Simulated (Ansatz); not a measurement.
# CH5ClSeSn: a ladder of functionals and wavefunction methods

An exercise on one series of results from a longer session: the logs are not shown, and one member is left open.

Method: functionals in def2-TZVPP, the program's frozen cores in correlated methods; program: Ansatz 0.2.0, Gaussian basis.

The runs, in order: LDA (SPW92), PBE-D4, revPBE-D4, BLYP-D4, r2SCAN-D4, B97M-V, PBE0-D4, B3LYP-D4, r2SCANh-D4, r2SCAN0-D4, HSE06-D4, BHLYP-D4, CAM-B3LYP-D4, LC-ωPBE, ωB97X-V, ωB97M-V, B2PLYP, PBE-QIDH; CCSD(T)/def2-SVP; CCSD(T)/def2-TZVPP; MP2/def2-QZVPP; extrapolation to the limit; RPA on PBE.

## Structure used throughout

The geometry comes from an earlier relaxation with PBE0-D4 in a triple-zeta def2 set; it is a stationary point, not always the lowest conformer. Sn takes the def2 core potential; no spin-orbit term is included.

SMILES `C[Se][SnH2][Cl]`, 9 atoms, charge 0, spin multiplicity 1.

Atoms are counted from 1 here; the program's logs count them from 0.

Bond lengths: C1–Se2 1.960 Å, C1–H5 1.089 Å, C1–H6 1.088 Å, C1–H7 1.088 Å, Se2–Sn3 2.501 Å, Sn3–Cl4 2.342 Å, Sn3–H8 1.704 Å, Sn3–H9 1.700 Å. Angles: Se2–C1–H5 105.9°, Se2–C1–H6 110.0°, Se2–C1–H7 110.7°, H5–C1–H6 109.6°, H5–C1–H7 109.6°, H6–C1–H7 110.9°, C1–Se2–Sn3 96.2°, Se2–Sn3–Cl4 107.3°, Se2–Sn3–H8 112.1°, Se2–Sn3–H9 110.5°, Cl4–Sn3–H8 103.8°, Cl4–Sn3–H9 107.5°, H8–Sn3–H9 115.1°.

Set-up of the first run:

Input file in.yaml:

```yaml
crystal:
  periodic: [false, false, false]
  atoms:
    - {symbol: C, position_ang: [-0.973262, 0.663253, -1.206467]}
    - {symbol: Se, position_ang: [-0.683015, -1.224619, -0.765235]}
    - {symbol: Sn, position_ang: [0.790226, -0.815071, 1.213975]}
    - {symbol: Cl, position_ang: [2.633548, 0.420607, 0.465861]}
    - {symbol: H, position_ang: [-1.575936, 0.667658, -2.113138]}
    - {symbol: H, position_ang: [-0.020558, 1.152068, -1.398257]}
    - {symbol: H, position_ang: [-1.514091, 1.165746, -0.407289]}
    - {symbol: H, position_ang: [0.054182, 0.208954, 2.360148]}
    - {symbol: H, position_ang: [1.377404, -2.284796, 1.833401]}
basis:
  gaussian: {orbitals: def2-TZVPP}
hamiltonian: {xc: lda}
output: {orbitals: {seedname: orbitals}}
```

Steps of the session up to this table: LDA; PBE-D4 (GGA); revPBE-D4 (GGA); BLYP-D4 (GGA); r2SCAN-D4 (meta-GGA); B97M-V (meta-GGA); PBE0-D4 (hybrid); B3LYP-D4 (hybrid); r2SCANh-D4 (hybrid); r2SCAN0-D4 (hybrid); HSE06-D4 (hybrid); BHLYP-D4 (hybrid); CAM-B3LYP-D4 (range-separated); LC-ωPBE-D4 (range-separated; the results give it without D4); ωB97X-V (range-separated); ωB97M-V (range-separated); B2PLYP (double hybrid); PBE-QIDH (double hybrid).

One table of the session follows, with a row left open; its other results are not shown here.

It belongs to the step «Frontier levels by functional». 

| functional | HOMO (eV) | gap (eV) |
| --- | --- | --- |
| LDA (SPW92) | -5.87 | 3.59 |
| PBE-D4 | -5.75 | 3.71 |
| revPBE-D4 | -5.70 | 3.75 |
| BLYP-D4 | -5.59 | 3.61 |
| r2SCAN-D4 | -6.01 | 4.19 |
| B97M-V | -6.11 | 4.33 |
| PBE0-D4 | -6.88 | 5.70 |
| B3LYP-D4 | -6.65 | 5.19 |
| r2SCANh-D4 | -6.42 | 4.92 |
| r2SCAN0-D4 | -7.05 | 6.00 |
| HSE06-D4 | -6.49 | 4.94 |
| BHLYP-D4 | -7.87 | 7.58 |
| CAM-B3LYP-D4 | ? | ? |
| LC-ωPBE | -9.50 | 10.44 |
| ωB97X-V | -9.17 | 9.99 |
| ωB97M-V | -9.03 | 9.66 |

Estimate the missing values for CAM-B3LYP-D4.

**Answer.** HOMO (eV): -8.15; gap (eV): 7.92. In the column «HOMO (eV)» it lies between ωB97M-V (-9.03) and BHLYP-D4 (-7.87).
